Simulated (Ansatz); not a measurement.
# TiRu2: the cost of one run

Method: DFT PBE, scalar-relativistic, plane waves, PAW, in Ansatz 0.2.0.

## (1) The system as given

The structure is tetragonal, space group P4_2/nmc (No. 137). Conventional cell: a = 3.916 Å, b = 3.916 Å, c = 5.637 Å, α = 90.00°, β = 90.00°, γ = 90.00°. Ti (site symmetry -4m2) is surrounded by 8 Ru at 2.27 to 2.58 Å. Ru (site symmetry 2mm) is surrounded by 4 Ti at 2.27 to 2.58 Å.

Coordinates:

```
CELL_PARAMETERS angstrom
3.91591 0.00000 0.00000
0.00000 3.91591 0.00000
0.00000 0.00000 5.63741
ATOMIC_POSITIONS crystal
Ti 0.00000 0.00000 0.00000
Ti 0.50000 0.50000 0.50000
Ru 0.00000 0.50000 0.20300
Ru 0.00000 0.50000 0.70300
Ru 0.50000 0.00000 0.29700
Ru 0.50000 0.00000 0.79700
```

(A quick probe on a coarse mesh, which set the mesh and smearing, is not shown.)

## (3) Rough relaxation on the coarse mesh

input.yaml

```yaml
crystal:
  lattice:
    - [3.9159118504, 0.0, 0.0]
    - [0.0, 3.9159118504, 0.0]
    - [0.0, 0.0, 5.6374059813]
  atoms:
    - { symbol: Ti, position: [0.0, 0.0, 0.0] }
    - { symbol: Ti, position: [0.5, 0.5, 0.5] }
    - { symbol: Ru, position: [0.0, 0.5, 0.203] }
    - { symbol: Ru, position: [0.0, 0.5, 0.703] }
    - { symbol: Ru, position: [0.5, 0.0, 0.297] }
    - { symbol: Ru, position: [0.5, 0.0, 0.797] }
basis:
  ecutwfc: 420
kpoints:
  mp_grid: { grid: [4, 4, 4] }
hamiltonian:
  xc: pbe
scf:
  occupations: { method: gaussian, width: 0.1 }
  lower_state_search: "off"
output:
  forces: true
  stress: true
  eigenvalues: true
relax:
  adjacent_minimum: "off"
  f_tol: 0.04
  max_steps: 70
  cell: { stress_tol: 0.4 }
```

The run is started by

```sh
ansatz run input.yaml --threads 1 --pin off --max-ram 2560MiB --backend cpu --events-out ev --progress --plain --runs-dir out
```

What time and memory should one allow on 1 thread of Arm Neoverse V1, shared host?

About 37 s, with a peak of 0.4 GiB.
